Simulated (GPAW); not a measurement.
BaTiO3:

```
Ba Ti O
1.0
     4.00600    0.00000    0.00000
     0.00000    4.00600    0.00000
     0.00000    0.00000    4.00600
Ba Ti O
1 1 3
Direct
  0.50000 0.50000 0.50000
  0.00000 0.00000 0.00000
  0.00000 0.00000 0.50000
  0.00000 0.50000 0.00000
  0.50000 0.00000 0.00000
```

Base run:

* Program: GPAW 26.7.0
* Functional: PBEsol
* Potentials or basis: PAW data sets generated in the run's folder for this functional
* Cutoff: 800 eV
* Basis: pw
* k mesh: 7 × 7 × 7
* Occupations: fermi-dirac, width 0.05 eV
* Spin: no spin polarisation
* Hubbard terms: Ti d U = 2 eV

Its results: band gap on the k mesh 2.05 eV, indirect (least direct gap 2.15 eV); pressure -2.3 GPa.

After a change of settings the same cell gave: band gap on the k mesh 3.01 eV, indirect (least direct gap 3.17 eV); pressure 0.7 GPa. Which change was it?
A. hubbard terms from Ti d U = 2 eV to none
B. hubbard terms from Ti d U = 2 eV to Ti d U = 8 eV
C. hubbard terms from Ti d U = 2 eV to Ti d U = 4 eV

B.

Caveats: spin-orbit coupling is left out, which moves the levels of the heavy elements.

Not every run made on this cell is shown here.
